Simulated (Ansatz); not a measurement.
# AsH₃ (singlet): the correlation ladder at distance As1–H4 = 1.522 Å, 6-31G

One table from this session's results is given with a row withheld; the runs are named, their logs left out.

Computed with Ansatz 0.2.0, Gaussian basis. Level: 6-31G, core rule «outside noble gas», up to 14 orbitals frozen.

To be run: UHF; CCSD(T) on RHF; BCCD(T) on RHF; CISD; CCSDT(Q) on RHF; CCSDTQ on RHF; CASSCF and MRCISD+Q, 2 electrons in 2 orbitals; CASSCF and NEVPT2, 2 electrons in 2 orbitals; CASSCF and MRCISD+Q, 8 electrons in 7 orbitals; CASSCF and NEVPT2, 8 electrons in 7 orbitals; Full CI.

20 further runs of the same task are left out: 15 that didn't finish, 5 set aside as unsound or not needed.

**What is computed**

The geometry derives from a PBE0/def2-TZVP stationary point (not a proven minimum). One bond is set to the value named and the two fragments are kept rigid. No spin-orbit coupling is included. The filled d shell of As may be among the frozen orbitals whatever the setting's name suggests; the logs give the count.

4 atoms, charge 0, spin multiplicity 1.

Atoms are counted from 1 here; the program's logs count them from 0.

Bond lengths: As1–H2 1.522 Å, As1–H3 1.522 Å, As1–H4 1.522 Å. Angles: H2–As1–H3 92.0°, H2–As1–H4 92.0°, H3–As1–H4 92.0°.

Set-up of the first run:

The input, in.yaml:

```yaml
crystal:
  periodic: [false, false, false]
  atoms:
    - {symbol: As, position_ang: [0.000180, 0.000018, -0.032875]}
    - {symbol: H, position_ang: [1.259297, 0.013995, 0.821503]}
    - {symbol: H, position_ang: [-0.648855, 1.086822, 0.811601]}
    - {symbol: H, position_ang: [-0.623856, -1.102121, 0.810570]}
basis:
  gaussian: {orbitals: 6-31G}
magnetization: {spin_polarized: true, initial_magnetization: 0}
hamiltonian: {xc: hf}
output: {orbitals: {seedname: orbitals}}
```

Command:

```console
ansatz run in.yaml --threads 1 --pin off --events-out ev --progress --plain --max-ram 2393MiB
```

Steps of the session up to this table: UHF; CCSD(T) on RHF; BCCD(T) on RHF; CISD; CCSDT(Q) on RHF; CCSDTQ on RHF; CASSCF and MRCISD+Q, 2 electrons in 2 orbitals; CASSCF and NEVPT2, 2 electrons in 2 orbitals; CASSCF and MRCISD+Q, 8 electrons in 7 orbitals; CASSCF and NEVPT2, 8 electrons in 7 orbitals; Full CI.

One table of the session follows, with a row left open; its other results are not shown here.

```
          method  from FCI (meV)
             RHF         +2372.2
            RMP2          +636.5
            CISD          +122.2
           RCCSD               ?
        RCCSD(T)            +7.1
         BCCD(T)            +7.1
          RCCSDT            +1.3
       RCCSDT(Q)            +0.2
         RCCSDTQ             0.0
     CASSCF pair         +1900.7
     NEVPT2 pair          +515.9
     MRCISD pair           +77.2
   MRCISD+Q pair           -12.1
  CASSCF valence          +814.3
  NEVPT2 valence          +194.4
  MRCISD valence           +23.3
MRCISD+Q valence           +10.5
             FCI               0
```

**Question.** Estimate the row for RCCSD.

The run gave: from FCI (meV): +31.3. In the column «from FCI (meV)» it lies between MRCISD valence (+23.3) and MRCISD pair (+77.2).

Limits of these values: MRCISD+Q pair falls below full CI: the +Q correction isn't variational, and the cores differ from full CI's.
